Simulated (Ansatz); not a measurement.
**C2H7F2NOSi: one species, many methods**

An exercise on one series of results from a longer session: the logs are not shown, and one member is left open.

The runs use Ansatz 0.2.0, Gaussian basis; functionals in def2-TZVPP, the program's frozen cores in correlated methods.

The runs, in order: PBE-D4, r2SCAN-D4, PBE0-D4, B3LYP-D4, ωB97X-V, ωB97M-V, B2PLYP; CCSD(T)/def2-TZVPP; MP2/def2-QZVPP; extrapolation to the limit.

## The geometry

All runs share one geometry, relaxed beforehand with PBE0-D4 in a triple-zeta def2 set.

SMILES `CN[Si](F)(F)OC`, 14 atoms, charge 0, spin multiplicity 1.

Atoms are counted from 1 here; the program's logs count them from 0.

Bond lengths: C1–N2 1.449 Å, C1–H8 1.095 Å, C1–H9 1.094 Å, C1–H10 1.092 Å, N2–Si3 1.682 Å, N2–H11 1.007 Å, Si3–F4 1.582 Å, Si3–F5 1.586 Å, Si3–O6 1.614 Å, O6–C7 1.412 Å, C7–H12 1.091 Å, C7–H13 1.093 Å, C7–H14 1.095 Å. Angles: N2–C1–H8 112.8°, N2–C1–H9 111.1°, N2–C1–H10 109.6°, H8–C1–H9 108.3°, H8–C1–H10 107.5°, H9–C1–H10 107.3°, C1–N2–Si3 125.0°, C1–N2–H11 114.5°, Si3–N2–H11 118.3°, N2–Si3–F4 115.1°, N2–Si3–F5 106.2°, N2–Si3–O6 112.6°, F4–Si3–F5 106.3°, F4–Si3–O6 103.9°, F5–Si3–O6 112.8°, Si3–O6–C7 124.7°, O6–C7–H12 108.2°, O6–C7–H13 110.5° and more.

The first run:

in.yaml reads:

```yaml
crystal:
  periodic: [false, false, false]
  atoms:
    - {symbol: C, position_ang: [-0.153479, 0.431590, -1.884060]}
    - {symbol: N, position_ang: [0.735551, 0.710034, -0.773714]}
    - {symbol: Si, position_ang: [0.244374, 0.973361, 0.813629]}
    - {symbol: F, position_ang: [-0.576794, 2.305182, 1.049361]}
    - {symbol: F, position_ang: [1.571432, 1.112723, 1.670298]}
    - {symbol: O, position_ang: [-0.734002, -0.188257, 1.360119]}
    - {symbol: C, position_ang: [-0.435575, -1.568500, 1.336120]}
    - {symbol: H, position_ang: [-0.368223, 1.319332, -2.488490]}
    - {symbol: H, position_ang: [0.263498, -0.338352, -2.539410]}
    - {symbol: H, position_ang: [-1.105926, 0.054964, -1.505259]}
    - {symbol: H, position_ang: [1.661068, 1.001823, -1.042025]}
    - {symbol: H, position_ang: [-1.376282, -2.120516, 1.352579]}
    - {symbol: H, position_ang: [0.151682, -1.848084, 2.214915]}
    - {symbol: H, position_ang: [0.122675, -1.845320, 0.435917]}
basis:
  gaussian: {orbitals: def2-TZVPP}
hamiltonian: {xc: pbe, dispersion: d4}
output: {forces: true, orbitals: {seedname: orbitals}}
```

The run is started by

```bash
> ansatz run in.yaml --threads 2 --pin off --events-out ev --progress --plain --max-ram 22528MiB --backend cuda --devices 0, --max-vram 18GiB
```

Steps of the session up to this table: PBE-D4 (GGA); r2SCAN-D4 (meta-GGA); PBE0-D4 (hybrid); B3LYP-D4 (hybrid); ωB97X-V (range-separated); ωB97M-V (range-separated); B2PLYP (double hybrid); CCSD(T) in def2-TZVPP; MP2 in def2-QZVPP.

One of the session's tables, all rows but one given; the rest of the session is left out.

| method | atomisation energy (eV) |
| --- | --- |
| PBE-D4 | ? |
| r2SCAN-D4 | 58.863 |
| PBE0-D4 | 58.641 |
| B3LYP-D4 | 58.794 |
| ωB97X-V | 59.026 |
| ωB97M-V | 59.064 |
| B2PLYP | 58.305 |
| HF/def2-TZVPP | 42.878 |
| MP2/def2-TZVPP | 58.724 |
| CCSD/def2-TZVPP | 56.558 |
| CCSD(T)/def2-TZVPP | 57.374 |
| MP2/CBS | 60.403 |
| CCSD(T)/CBS | 59.053 |

Estimate the missing values for PBE-D4.

As computed: atomisation energy (eV): 59.817. In the column «atomisation energy (eV)» it lies between ωB97M-V (59.064) and MP2/CBS (60.403).

Limits of these values: Free atoms (2 C, 1 N, 1 Si, 2 F, 1 O, 7 H) were run apart at each level; the atomisation energy is their sum less the molecule, without zero-point or spin-orbit terms.
